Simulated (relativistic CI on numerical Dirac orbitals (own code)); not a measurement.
**Sr XXXVI (Sr³⁵⁺): levels and lines**

The task is the spectrum of Sr³⁵⁺: levels, purity of their labels, lifetimes and lines; further runs change one setting each.

Method: Dirac-Coulomb-Breit CI, KLI orbitals optimised for each configuration, model QED (radiative potential, 1s self-energy scaled to tabulated hydrogen-like ionisation energies). Code: relativistic CI on numerical Dirac orbitals (own code) version 2.

### Step 1. The atom as given

* ion: Sr³⁵⁺ (Sr XXXVI)
* nuclear charge: 38
* electrons: 3
* isotope: A = 88
* first configuration typed: [He] 2s

Outer shells as boxes (Hund's rule):

first configuration typed
```
[He] core
2s [↑ ]
```

### Step 2. The main run

Settings of the run:

```ini
atom Sr  Z=38  charge=35  electrons=3
nucleus A=88  rms_radius_fm=4.2240
hamiltonian dirac-coulomb  breit=on  qed=on  c_scale=1
orbitals kli  potential=per-configuration
slater_scale 1
correlation none
mixing on
configurations
  [He] 2s
  [He] 2p
  [He] 3s
  [He] 3p
  [He] 3d
  [He] 4s
  [He] 4p
  [He] 4d
  [He] 4f
  [He] 5s
  [He] 5p
  [He] 5d
  [He] 5f
  [He] 5g
end
```

### Step 3. Without the Breit term

The settings differ from step 2 so:

```diff
@@ -2,3 +2,3 @@
 nucleus A=88  rms_radius_fm=4.2240
-hamiltonian dirac-coulomb  breit=on  qed=on  c_scale=1
+hamiltonian dirac-coulomb  breit=off  qed=on  c_scale=1
 orbitals kli  potential=per-configuration
```

### Step 4. Without QED terms

The settings differ from step 3 so:

```diff
@@ -2,3 +2,3 @@
 nucleus A=88  rms_radius_fm=4.2240
-hamiltonian dirac-coulomb  breit=off  qed=on  c_scale=1
+hamiltonian dirac-coulomb  breit=on  qed=off  c_scale=1
 orbitals kli  potential=per-configuration
```

(Steps that only read results are left out.)

Before running it: what results should come out? Wanted: lowest level; first excitation; lowest level of the other parity; fastest E1 line; ionisation energy.

The runs gave:

| run | time | mean size of shift, levels followed (cm⁻¹) | lowest level | ionisation energy (eV) |
| --- | --- | --- | --- | --- |
| main run | 0.6 s | 0 | 2s 2S1/2 | 4612.1 |
| without the Breit term | 0.29 s | 11845 | 2s 2S1/2 | 4613.9 |
| without QED terms | 0.29 s | 14547 | 2s 2S1/2 | 4614.0 |

The tabulated theoretical ionisation energy (NIST) is 4612.4 eV.

| quantity | value |
| --- | --- |
| lowest level | 2s 2S1/2 |
| first excitation | 2p 2P°1/2, 614868 cm⁻¹ |
| lowest level of the other parity | 2p 2P°1/2, 614868 cm⁻¹ |
| levels in the model | 24 |
| fastest E1 line (by rate) to the lowest level | 0.4708 nm, from 3p 2P°3/2 |
| ionisation energy | 4612.1 eV |
| ionisation energy, tabulated theoretical (NIST) | 4612.4 eV |

**Reading.** The lowest level is 2s 2S1/2, 100 % pure in LS and 100 % in jj coupling; over the low levels the means are 100 and 100 %, so both schemes do about equally well. The ionisation energy from the two ground configurations alone is 0.0068 % below the tabulated theoretical value. Of the changes tried, the run «without QED terms» moves the low levels most, by 14547 cm⁻¹ on average. Lifetimes count radiative decay inside the model alone.
